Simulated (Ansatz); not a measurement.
# LaN: a single-point run

Wanted: a converged single-point run for LaN, and a check of what comes out. The structure is shown as the input types it. The cell is built on a prototype (zincblende) and needn't be the phase found in nature.

Computed with Ansatz 0.2.0 (density functional or hybrid calculation with the settings of its input, plane waves, unless a step's input says otherwise).

3 further runs of the same task are left out: 2 for a known fault of the program, 1 that didn't finish.

## Step 1: The system as given

The structure is cubic, space group F-43m (No. 216). Conventional cell: a = 5.605 Å, b = 5.605 Å, c = 5.605 Å, α = 90.00°, β = 90.00°, γ = 90.00°. La (site symmetry -43m) is surrounded by 4 N at 2.43 Å. Around N (site symmetry -43m) lie 4 La at 2.43 Å.

As a file:

```cif
data_structure
_symmetry_space_group_name_H-M 'P 1'
_symmetry_Int_Tables_number 1
_cell_length_a 3.9632
_cell_length_b 3.9632
_cell_length_c 3.9632
_cell_angle_alpha 60.000
_cell_angle_beta 60.000
_cell_angle_gamma 60.000
_cell_volume 44.02
loop_
_atom_site_label
_atom_site_type_symbol
_atom_site_fract_x
_atom_site_fract_y
_atom_site_fract_z
_atom_site_occupancy
La1 La 0.00000 0.00000 0.00000 1
N1 N 0.25000 0.25000 0.25000 1
```

## Step 2: The calculation

input.yaml reads:

```yaml
crystal:
  lattice:
    - [0.0, 2.8023844601, 2.8023844601]
    - [2.8023844601, 0.0, 2.8023844601]
    - [2.8023844601, 2.8023844601, 0.0]
  atoms:
    - { symbol: La, position: [0.0, 0.0, 0.0] }
    - { symbol: "N", position: [0.25, 0.25, 0.25] }
kpoints:
  mp_grid: { grid: [6, 6, 6] }
hamiltonian:
  xc: r2scan
scf:
  occupations: { method: cold, width: 1.5 }
  n_extra_bands: 4
output:
  forces: true
  stress: true
  eigenvalues: true
```

Command:

```bash
$ ansatz run input.yaml --threads 4 --pin off --max-ram 3686MiB --backend cpu --events-out ev --progress --plain --runs-dir out
```

What happens when this is run?

The program finished normally. That alone doesn't make the input a sound one.

Look at the input: scf.occupations.width is 1.5. The width is far wider than usual, so occupations near the Fermi level are blurred and the entropy term grows.

To check: set scf.occupations.width to 0.2.
